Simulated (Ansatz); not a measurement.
# SnSe (SMILES [Se][Sn]): MP2/STO-3G

Aim: the vertical ionisation energy of SnSe at MP2/STO-3G, from 2 runs. 

Program for the calculation: Ansatz 0.2.0.

57 further runs of the same task are left out: 19 that didn't finish, 38 set aside as unsound or not needed.

### Step 1. The structure to begin with

The species is SnSe (2 atoms), meant as a singlet with charge 0. As SMILES, `[Se][Sn]`. Geometry: relaxed at PBE0-D4/def2-TZVP.

Bond lengths: Se1–Sn2 2.325 Å.

### Step 2. A single-point energy at MP2/STO-3G

job.yaml reads:

```yaml
crystal:
  periodic: [false, false, false]
  atoms:
    - symbol: Se
      position_ang: [0.000000, -0.000000, 0.006530]
    - symbol: Sn
      position_ang: [-0.000000, 0.000000, 2.331810]
basis:
  gaussian:
    orbitals: STO-3G
correlation:
  method: mp2
  frozen_orbitals: {Se: 9, Sn: 18}
accuracy: high
```

The run is started by

```sh
$ ansatz run job.yaml --threads 1 --pin off --max-ram 3480MiB --events-out events.jsonl --progress --plain --runs-dir runs
```

Log:

```text
Warning: RAYON_NUM_THREADS=1 ignored (pool sized by the plan → 1); use --threads N
Functional definition: HF
  name "HF"
  exchange = exact_x
  correlation = 0
711 factors; integrals over basis functions are off by at most 1.8e-8 eV
mean field evaluation 1: about -226854.8017 eV, gradient 1.9e1 eV
mean field evaluation 2: about -226854.8430 eV, gradient 1.9e1 eV
mean field evaluation 4: about -226857.7973 eV, gradient 9.0e-1 eV
mean field evaluation 8: about -226857.8014 eV, gradient 4.1e-6 eV
mean field -226857.80139870 eV, -8336.8704316616 hartree, gradient 2.7e-8 eV, S^2 0.000000; 0 other end points of the search recorded, 0 dependent functions left out
27 core orbitals not correlated: weight in the atoms' cores, before any rotation towards them, 1.000 or more for the frozen orbitals, at most 0.000 for the correlated occupied ones
reference -226857.80139870 eV, -8336.8704316616 hartree; 15, 15 occupied and 3, 3 virtual orbitals, 711 factors
second order -1.84542292 eV of doubles, -0.00000000 eV of singles
Total energy: -226859.64682162 eV, -8336.9382497028 hartree
```

Wall time 1.2 s (1 thread of Arm Neoverse V1, shared host); peak memory 0.11 GiB.

### Step 3. The doublet cation, same level

in.yaml reads:

```yaml
crystal:
  periodic: [false, false, false]
  atoms:
    - {symbol: Se, position_ang: [0.000000, -0.000000, 0.006530]}
    - {symbol: Sn, position_ang: [-0.000000, 0.000000, 2.331810]}
basis:
  gaussian: {orbitals: STO-3G}
magnetization: {spin_polarized: true, initial_magnetization: 1}
correlation: {method: mp2, frozen_orbitals: {Se: 9, Sn: 18}}
total_charge: 1
accuracy: high
```

The run is started by

```sh
$ ansatz run in.yaml --threads 1 --pin off --max-ram 3480MiB --events-out events.jsonl --progress --plain --runs-dir runs
```

Log, shortened:

```text
Warning: RAYON_NUM_THREADS=1 ignored (pool sized by the plan → 1); use --threads N
[... 2 set-up lines as earlier in the session ...]
[...]
711 factors; integrals over basis functions are off by at most 1.8e-8 eV
[...]
mean field -226852.82968848 eV, -8336.6877246809 hartree, gradient 2.3e-8 eV, S^2 0.977554; 17 other end points of the search recorded, 0 dependent functions left out
27 core orbitals not correlated: weight in the atoms' cores, before any rotation towards them, 1.000 or more for the frozen orbitals, at most 0.000 for the correlated occupied ones
reference -226852.82968848 eV, -8336.6877246809 hartree; 15, 14 occupied and 3, 4 virtual orbitals, 711 factors
second order -0.89235607 eV of doubles, -0.00000000 eV of singles
Total energy: -226853.72204455 eV, -8336.7205181617 hartree
```

Run time: 22 s. Hardware: 1 thread of Arm Neoverse V1, shared host; peak memory 0.17 GiB.

### Step 4. Outcome

At MP2/STO-3G, 27 core orbitals frozen:

```
                                                    quantity           value
                                  singlet SnSe: total energy  -8336.93825 Eh
  singlet SnSe: correlation energy (27 core orbitals frozen)       -67.8 mEh
                                doublet cation: total energy  -8336.72052 Eh
doublet cation: correlation energy (27 core orbitals frozen)       -32.8 mEh
           doublet cation: ⟨S²⟩ of the reference determinant           0.978
          vertical ionisation energy (to the doublet cation)        5.925 eV
```

Removing an electron at fixed nuclei costs 5.92 eV (137 kcal/mol). In a minimal basis such a difference can be off by several eV, whatever the method. Relativity is left out (singlet SnSe) although the molecule holds a heavy atom. ⟨S²⟩ (doublet cation) is 0.98 where a pure doublet has 0.75: the reference is spin-contaminated. Relativity is left out (doublet cation) although the molecule holds a heavy atom.
